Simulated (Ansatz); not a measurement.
# NaCu (P4/mmm) in Ansatz: relaxation of cell and atoms with PBE

Aim: the relaxation of cell and atoms of NaCu with PBE.

Everything below comes from runs of Ansatz 0.2.0. Logs are shortened: lines on timing, memory, paths and dates and some standing lists are left out, and cuts for length are marked.

### Step 1. The crystal as given

The structure is tetragonal, space group P4/mmm (No. 123). Conventional cell: a = 2.942 Å, b = 2.942 Å, c = 4.041 Å, α = 90.00°, β = 90.00°, γ = 90.00°. Na (site symmetry 4/mmm) has 8 Cu at 2.90 Å and 4 Na at 2.94 Å as nearest neighbours. Cu (site symmetry 4/mmm) has 8 Na at 2.90 Å and 4 Cu at 2.94 Å as nearest neighbours.

The cell was built by a generator and needn't be a form met in nature.

### Step 2. Relaxation of cell and atoms, PBE

input.yaml reads:

```yaml
crystal:
  lattice:
    - [2.94223675, 0.0, 0.0]
    - [0.0, 2.94223675, 0.0]
    - [0.0, 0.0, 4.04091276]
  atoms:
    - { symbol: Na, position: [0.0, 0.0, 0.0] }
    - { symbol: Cu, position: [0.5, 0.5, 0.5] }
hamiltonian:
  xc: pbe
  pseudopotentials: { kind: paw }
kpoints:
  mp_grid: { grid: [9, 9, 7] }
scf:
  occupations: { method: fermi_dirac, width: 0.05 }
output:
  forces: true
  stress: true
  eigenvalues: true
relax:
  f_tol: 0.01
  max_steps: 40
  cell: { stress_tol: 0.05 }
```

Potentials or basis: Ansatz PAW.

Started as:

```sh
$ ansatz run input.yaml --threads 2 --pin off --max-ram 5632MiB --backend cpu --events-out ev --progress --plain --runs-dir out
```

The program printed:

```text
Warning: RAYON_NUM_THREADS=2 ignored (pool sized by the plan → 2); use --threads N
Engine: ansatz 0.2.0, aarch64-unknown-linux-gnu
Pseudopotentials: kind: paw
Pseudopotential: Na, paw, valence charge 9, recommended cutoff 420 eV (normal), Na.paw.azcp
Pseudopotential: Cu, paw, valence charge 19, recommended cutoff 420 eV (normal), Cu.paw.azcp
Functional definition: PBE
  parameter kappa = 0.804
  parameter beta = 0.06672455060314922
  exchange = pbe_x(kappa = kappa, mu = beta*pi^2/3)
  correlation = pbe_c(beta = beta)
Crystal: 2 atoms, lattice volume = 34.981 Å³
Basis set: ecut = 420 eV, 673 PW (Γ), exchange–correlation on 40×40×60 points (8 copies of the dense FFT grid, shifted against one another)
Bands: 18, of which v1, the nominal top of the filled ones, is band 14 counted from 1 (13 counted from 0)
Symmetry: 16 space group operations
Space group: P4/mmm (ITA 123), of the structure as read, at distance tolerance 3.3e-5 Å
k-points: 60 of 567
Non-local potential: Na, projectors of the file, l = 0: 3, l = 1: 2, l = 2: 1
Non-local potential: Cu, projectors of the file, l = 0: 3, l = 1: 2, l = 2: 3, l = 3: 1
PAW form: soft (Blöchl's): semilocal exchange-correlation on the pseudo side does not see the compensation charge
PAW one-centre angular grid: Na, 110 points (default); XC on 64 Gauss nodes
PAW one-centre angular grid: Cu, 590 points (default); XC on 64 Gauss nodes
Initial density: superposition of atomic densities (neutral atoms: chi_scale 0, normalization atom), corrected by the library's trained network
Initial wavefunctions: pseudopotential atomic-orbital guess
Functional: x = pbe(κ = 0.804, μ = 0.2195149727645171), c = pbe(β = 0.06672455060314922)
SCF iter   1: F=—  HF=-8110.816398 eV  |F-HF|=—  |Δ(HF+E_count)|=         —  Δρ=2.18e-3  dr2=1.46e-3  ethr=1.77e-3  ⟨swp⟩=5.4  Hψ=4748  notcnv=0
preconditioner: auto → none  [metal: Δε(μ)=0.016 eV  Ē_g=15.565 eV  σ=0.050 eV  W_gap=0.08  n_scr=6 (ndim 8)  ℏωp=26.6 eV  f_vac=0.000  D(μ)=0.75/eV (n_scr^D=2)  sad-step TF]
SCF iter   2: F=—  HF=-8110.816335 eV  |F-HF|=—  |Δ(HF+E_count)|=   6.25e-5  Δρ=1.26e-3  dr2=6.13e-4  ethr=5.22e-6  ⟨swp⟩=2.0  Hψ=2085  notcnv=0
SCF iter   3: F=—  HF=-8110.816193 eV  |F-HF|=—  |Δ(HF+E_count)|=   1.43e-4  Δρ=1.60e-4  dr2=1.04e-5  ethr=2.19e-6  ⟨swp⟩=2.1  Hψ=1368  notcnv=0
SCF iter   4: F=—  HF=-8110.816192 eV  |F-HF|=—  |Δ(HF+E_count)|=   5.72e-7  Δρ=1.43e-4  dr2=3.90e-6  ethr=3.73e-8  ⟨swp⟩=2.6  Hψ=1825  notcnv=0
SCF iter   5: F=—  HF=-8110.816191 eV  |F-HF|=—  |Δ(HF+E_count)|=   7.80e-7  Δρ=3.17e-5  dr2=1.58e-7  ethr=1.39e-8  ⟨swp⟩=2.0  Hψ=1414  notcnv=0
SCF iter   6: F=-8110.816191 eV  HF=-8110.816191 eV  |F-HF|=1.68e-8  |Δ(HF+E_count)|=   8.55e-8  Δρ=9.25e-6  dr2=1.34e-8  ethr=3.57e-10  ⟨swp⟩=4.2  Hψ=3553  notcnv=0
SCF 1 converged in 6 iterations: F = -8110.816191 eV  dr2 = 1.34e-8
relax step   1: F+E_penalty+E_count = -8110.81619120 eV  Δ(F+E_penalty+E_count) = +0.000e0 eV  max|allowed force component| = 2.019e-28 eV/Å  Δτ_max = 0.0000 Å  P = +3.000 GPa  Ω = 34.981 Å³  (6 SCF iters, dr2 threshold 1.00e-7 eV, accepted)
Crystal: 2 atoms, lattice volume = 37.039 Å³
Basis set: ecut = 420 eV, 699 PW (Γ), exchange–correlation on 40×40×60 points (8 copies of the dense FFT grid, shifted against one another)
Initial density: handed on by an earlier stage of this run
Initial wavefunctions: those handed on with the density
iter 1 solved again at ethr=2.04e-4 eV; its pass at ethr=3.10e-3 eV (dr2=5.71e-2 eV) is discarded
SCF iter   1: F=—  HF=-8110.868392 eV  |F-HF|=—  |Δ(HF+E_count)|=         —  Δρ=1.38e-2  dr2=5.79e-2  ethr=2.04e-4  ⟨swp⟩=1.2  Hψ=6235  notcnv=0
preconditioner: auto → none  [insulator: Δε(μ)=0.214 eV  Ē_g=15.388 eV  σ=0.050 eV  W_gap=0.54  n_scr=14 (ndim 8)  ℏωp=25.9 eV  f_vac=0.000  D(μ)=0.79/eV (n_scr^D=2)  ε∞_Penn≈3.8]
SCF iter   2: F=—  HF=-8110.858887 eV  |F-HF|=—  |Δ(HF+E_count)|=   9.51e-3  Δρ=2.10e-3  dr2=9.33e-4  ethr=2.04e-4  ⟨swp⟩=2.0  Hψ=1633  notcnv=0
SCF iter   3: F=—  HF=-8110.858064 eV  |F-HF|=—  |Δ(HF+E_count)|=   8.24e-4  Δρ=1.27e-3  dr2=6.20e-4  ethr=3.33e-6  ⟨swp⟩=2.0  Hψ=2251  notcnv=0
SCF iter   4: F=—  HF=-8110.857952 eV  |F-HF|=—  |Δ(HF+E_count)|=   1.12e-4  Δρ=2.18e-4  dr2=1.76e-5  ethr=2.21e-6  ⟨swp⟩=1.6  Hψ=1184  notcnv=0
[... 77 lines left out ...]
iter 5 did not close the SCF: its close was put off for the readings that it lacked (scf_convergence_deferred on its scf_iter line)
SCF iter   5: F=-8110.890188 eV  HF=-8110.890188 eV  |F-HF|=1.08e-9  |Δ(HF+E_count)|=   4.93e-8  Δρ=4.20e-6  dr2=2.69e-9  ethr=1.44e-10  ⟨swp⟩=2.0  Hψ=1473  notcnv=0
SCF iter   6: F=-8110.890188 eV  HF=-8110.890188 eV  |F-HF|=3.37e-11  |Δ(HF+E_count)|=  2.54e-10  Δρ=5.73e-7  dr2=4.24e-11  ethr=9.62e-12  ⟨swp⟩=1.9  Hψ=2927  notcnv=0
SCF 8 converged in 6 iterations: F = -8110.890188 eV  dr2 = 4.24e-11
relax step   8: F+E_penalty+E_count = -8110.89018751 eV  Δ(F+E_penalty+E_count) = -5.548e-4 eV  max|allowed force component| = 2.554e-29 eV/Å  Δτ_max = 0.0000 Å  P = +0.061 GPa  Ω = 36.403 Å³  energy of the carried Pulay correction = -3.032e-5 eV  (6 SCF iters, dr2 threshold 2.00e-7 eV, accepted)
Crystal: 2 atoms, lattice volume = 36.447 Å³
iter 1 solved again at ethr=7.47e-8 eV; its pass at ethr=3.10e-3 eV (dr2=2.09e-5 eV) is discarded
SCF iter   1: F=—  HF=-8110.890245 eV  |F-HF|=—  |Δ(HF+E_count)|=         —  Δρ=2.38e-4  dr2=1.93e-5  ethr=7.47e-8  ⟨swp⟩=2.9  Hψ=5847  notcnv=0
preconditioner: auto → none  [metal: Δε(μ)=0.094 eV  Ē_g=15.440 eV  σ=0.050 eV  W_gap=0.44  n_scr=6 (ndim 8)  ℏωp=26.1 eV  f_vac=0.000  D(μ)=0.55/eV (n_scr^D=2)]
[... 4 lines left out ...]
iter 5 did not close the SCF: its close was put off for the readings that it lacked (scf_convergence_deferred on its scf_iter line)
SCF iter   5: F=-8110.890220 eV  HF=-8110.890220 eV  |F-HF|=1.08e-10  |Δ(HF+E_count)|=   5.11e-9  Δρ=1.12e-6  dr2=1.91e-10  ethr=1.84e-11  ⟨swp⟩=2.0  Hψ=1678  notcnv=0
SCF iter   6: F=-8110.890220 eV  HF=-8110.890220 eV  |F-HF|=2.73e-12  |Δ(HF+E_count)|=  4.55e-12  Δρ=1.74e-7  dr2=3.94e-12  ethr=1.00e-12  ⟨swp⟩=1.2  Hψ=2786  notcnv=0
SCF 9 converged in 6 iterations: F = -8110.890220 eV  dr2 = 3.94e-12
relax step   9: F+E_penalty+E_count = -8110.89022023 eV  Δ(F+E_penalty+E_count) = -3.272e-5 eV  max|allowed force component| = 3.155e-30 eV/Å  Δτ_max = 0.0000 Å  P = +0.003 GPa  Ω = 36.447 Å³  energy of the carried Pulay correction = -3.997e-5 eV  (6 SCF iters, dr2 threshold 6.20e-8 eV, accepted)
iter 1 solved again at ethr=2.76e-9 eV; its pass at ethr=3.10e-3 eV (dr2=7.74e-7 eV) is discarded
SCF iter   1: F=—  HF=-8110.890084 eV  |F-HF|=—  |Δ(HF+E_count)|=         —  Δρ=2.35e-4  dr2=4.31e-7  ethr=2.76e-9  ⟨swp⟩=4.3  Hψ=8371  notcnv=0
preconditioner: auto → none  [metal: Δε(μ)=0.093 eV  Ē_g=15.439 eV  σ=0.050 eV  W_gap=0.43  n_scr=6 (ndim 8)  ℏωp=26.1 eV  f_vac=0.000  D(μ)=0.55/eV (n_scr^D=2)]
SCF iter   2: F=—  HF=-8110.890210 eV  |F-HF|=—  |Δ(HF+E_count)|=   1.26e-4  Δρ=1.18e-4  dr2=1.07e-7  ethr=1.54e-9  ⟨swp⟩=2.0  Hψ=1386  notcnv=0
SCF iter   3: F=—  HF=-8110.890259 eV  |F-HF|=—  |Δ(HF+E_count)|=   4.82e-5  Δρ=6.94e-6  dr2=6.55e-9  ethr=3.82e-10  ⟨swp⟩=2.1  Hψ=1523  notcnv=0
SCF iter   4: F=—  HF=-8110.890259 eV  |F-HF|=—  |Δ(HF+E_count)|=   6.45e-8  Δρ=1.67e-6  dr2=3.65e-10  ethr=2.34e-11  ⟨swp⟩=2.4  Hψ=1734  notcnv=0
iter 5 did not close the SCF: its close was put off for the readings that it lacked (scf_convergence_deferred on its scf_iter line)
SCF iter   5: F=-8110.890259 eV  HF=-8110.890259 eV  |F-HF|=7.82e-11  |Δ(HF+E_count)|=   3.61e-9  Δρ=2.51e-7  dr2=1.31e-11  ethr=1.30e-12  ⟨swp⟩=2.0  Hψ=1435  notcnv=0
SCF iter   6: F=-8110.890259 eV  HF=-8110.890259 eV  |F-HF|=9.09e-13  |Δ(HF+E_count)|=  8.28e-11  Δρ=4.00e-8  dr2=3.00e-13  ethr=1.00e-12  ⟨swp⟩=4.0  Hψ=4516  notcnv=0
SCF 10 converged in 6 iterations: F = -8110.890259 eV  dr2 = 3.00e-13
relax step  10: F+E_penalty+E_count = -8110.89025871 eV  Δ(F+E_penalty+E_count) = -3.848e-5 eV  max|allowed force component| = 6.317e-30 eV/Å  Δτ_max = 0.0000 Å  P = -0.001 GPa  Ω = 36.447 Å³  stress off target by 1.42e-3 GPa  SCF on the basis re-selected at this cell (its energy is not comparable with the rows above)  (6 SCF iters)
basis re-selected at this cell: Δ(F+E_penalty+E_count) = -3.848e-5 eV, ΔP = -0.004 GPa vs the last step (what re-selecting the basis moved, of the pressure what is left beyond the Pulay correction that the steps carried, after the strain that the cell walked since its last selection, with what the two solves' SCF thresholds leave and, on support functions, any second-order correction that the steps lacked; it is no measure of the basis error at this ecutwfc). This SCF's stress stands 1.42e-3 GPa from its target on what of the cell is left free (relax.cell.stress_tol is 5.00e-2 GPa) and its largest allowed force component is 6.32e-30 eV/Å (relax.f_tol is 1.00e-2 eV/Å): within both
SCF converged after 6 iterations
Free energy (F): -8110.890259 eV
Harris-Foulkes:  -8110.890259 eV  (|F-HF|=9.09e-13)
Internal energy: -8110.885701 eV  (E = F + TS)
E sigma→0 (E₀):  -8110.887980 eV
Entropy (-TS):   -0.004558 eV (-2.279 meV/atom)
Fermi energy:    7.576498 eV
--- Per-component energies (eV) ---
  E_band       = -707.056801
  E_kinetic    = 420.712406
  E_local      = -6471.467412  (includes V_loc(G=0)·N_el)
  E_nonlocal   = 510.037399
  E_hartree    = 2748.790441
  E_xc         = -126.854034
  E_vxc        = -163.321622  (∫ρ·V_xc dr)
  E_paw        = -1930.825066  (= ΣΔE_a)
  E_vpaw       = -500.598758  (= ΣTr[D̂ρ^β])
  E_aug_tail   = 0.000269  (compensation charges beyond the density's cutoff)
  E_ewald      = -3261.279703
  E_smearing   = -0.004558  (= −TS)
  E_closure    = -0.000000  (closes the sum)
  Σ components = -8110.890259   (vs F -8110.890259, Δ=0.00e0)
--- Forces (eV/Å), atoms counted from 1 ---
  atom   1  Na    -0.00000000    -0.00000000     0.00000000
  atom   2  Cu     0.00000000     0.00000000     0.00000000
  max |Σ_I F_I| component: 1.26e-29 eV/Å
--- Stress (GPa, compression-positive) ---
       -0.000857       0.000000       0.000000
        0.000000      -0.000857       0.000000
        0.000000       0.000000      -0.001424
  P = ⅓ Tr σ = -0.0010 GPa (-0.010 kbar)
--- Band table (eV; the first three rows and the last of 60) ---
  k-point 0: bands = ["-104.4685", "-61.9043", "-61.8175", "-61.8175", "-44.8374", "-16.7066", "-16.6723", "-16.6723", "1.6398", "4.7536", "4.7688", "5.6458", "5.6458", "5.9516", "8.6335", "10.8266", "19.8458", "20.0520"]
  k-point 1: bands = ["-104.4685", "-61.9043", "-61.8175", "-61.8175", "-44.8374", "-16.7075", "-16.6723", "-16.6723", "1.7698", "4.7555", "4.7700", "5.6452", "5.6452", "5.9516", "7.6174", "12.0971", "19.8969", "20.1313"]
  k-point 2: bands = ["-104.4685", "-61.9043", "-61.8175", "-61.8175", "-44.8374", "-16.7095", "-16.6723", "-16.6723", "2.1254", "4.7570", "4.7726", "5.6438", "5.6438", "5.9518", "6.2517", "14.2406", "20.0262", "20.3342"]
  k-point 59: bands = ["-104.4664", "-61.9017", "-61.8326", "-61.8326", "-44.7914", "-16.8890", "-16.8875", "-16.6420", "4.7308", "5.0731", "5.0964", "5.5159", "6.1445", "10.0811", "11.4008", "11.4116", "13.7823", "14.9189"]
--- Relaxed structure (8 steps of the walk, 8 accepted, 2 SCFs on fresh bases) ---
  F+E_penalty+E_count = -8110.89025871 eV   max|allowed force component| = 6.317e-30 eV/Å   (the final SCF, on the basis selected at the relaxed cell)
  cell:  # Å, volume = 36.4471 Å³
    - [2.81706678159274, -1.4402510185381207e-33, 0.0]
    - [-1.0937244576868434e-33, 2.81706678159274, 0.0]
    - [0.0, 0.0, 4.592707625565791]
  atoms:
    - { symbol: Na, position: [6.70916746720793e-34, 2.1273457242431065e-34, 0.0] }
    - { symbol: Cu, position: [0.5, 0.5, 0.5] }
```

Run time: 11 s. Hardware: 2 threads of Arm Neoverse V2, shared host; peak memory 0.33 GiB.

What came out:

```yaml
Free_energy: -8110.8903 eV
Relaxed_volume: 18.22 Å³/atom
Relaxed_cell: a = 2.817 Å, b = 2.817 Å, c = 4.593 Å, α = 90.00°, β = 90.00°, γ = 90.00°
Space_group_after_relaxing_to_0.05_Å: P4/mmm (No. 123)
Energy_gained_by_relaxing: 37.0 meV/atom
Ionic_steps: 10
Pressure_after_relaxing: 0.0 GPa
Band_gap_on_the_k_mesh: none (metal or under the smearing width)
```

The path:
```tsv
step	energy change (eV)	largest force (eV/Å)	volume (Å³)
1	0.0000	0.0000	34.98
2	-0.0418	0.0000	37.04
3	-0.0565	0.0000	37.90
4	-0.0651	0.0000	37.61
5	-0.0700	0.0000	35.99
6	-0.0703	0.0000	36.26
7	-0.0734	0.0000	36.26
8	-0.0740	0.0000	36.40
9	-0.0740	0.0000	36.45
10	-0.0741	0.0000	36.45
```

Final structure:
```cif
data_structure
_symmetry_space_group_name_H-M 'P 1'
_symmetry_Int_Tables_number 1
_cell_length_a 2.8171
_cell_length_b 2.8171
_cell_length_c 4.5927
_cell_angle_alpha 90.000
_cell_angle_beta 90.000
_cell_angle_gamma 90.000
_cell_volume 36.45
loop_
_atom_site_label
_atom_site_type_symbol
_atom_site_fract_x
_atom_site_fract_y
_atom_site_fract_z
_atom_site_occupancy
Na1 Na 0.00000 0.00000 0.00000 1
Cu1 Cu 0.50000 0.50000 0.50000 1
```

Caveat: the plane-wave basis is chosen anew once the cell has moved, so the energies of steps on either side of that aren't comparable.
